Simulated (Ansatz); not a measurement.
# Si: the cost of one run

Program: Ansatz 0.2.0. Level of theory: DFT PBE, scalar-relativistic, plane waves, PAW. These are calculated values, not measurements.

### 1 Starting point

Symmetry: Fd-3m, No. 227, cubic system. Conventional cell: a = 5.444 Å, b = 5.444 Å, c = 5.444 Å, α = 90.00°, β = 90.00°, γ = 90.00°. Si (site symmetry -43m) has 4 Si at 2.36 Å as nearest neighbours.

Coordinates:

```xyz
2
Lattice="0.0000 2.7219 2.7219 2.7219 0.0000 2.7219 2.7219 2.7219 0.0000" Properties=species:S:1:pos:R:3 pbc="T T T"
Si    4.0828    4.0828    4.0828
Si    2.7219    2.7219    2.7219
```

The structure comes from the Materials Project (structure only).

(A quick probe on a coarse mesh, which set the mesh and smearing, is not shown.)

### 3 Full relaxation

input.yaml reads:

```yaml
crystal:
  lattice:
    - [0.0, 2.72185119, 2.72185119]
    - [2.72185119, 0.0, 2.72185119]
    - [2.72185119, 2.72185119, 0.0]
  atoms:
    - { symbol: Si, position: [0.75, 0.75, 0.75] }
    - { symbol: Si, position: [0.5, 0.5, 0.5] }
basis:
  ecutwfc: 420
kpoints:
  mp_grid: { grid: [8, 8, 8] }
hamiltonian:
  xc: pbe
scf:
  occupations: { method: gaussian, width: 0.02 }
output:
  forces: true
  stress: true
  eigenvalues: true
  write_density: true
  write_potential: true
  elf: true
  volumetric_format: npy
relax:
  adjacent_minimum: "off"
  f_tol: 0.005
  max_steps: 80
  cell: { stress_tol: 0.05 }
```

The run is started by

```bash
$ ansatz run input.yaml --threads 4 --pin off --max-ram 8192MiB --backend cpu --events-out ev --progress --plain --runs-dir out
```

**Question.** How long does this run take on 4 threads of Intel Xeon at 2.10GHz (Emerald Rapids), shared host, and how much memory does it need?

About 10 s, with a peak of 0.32 GiB.
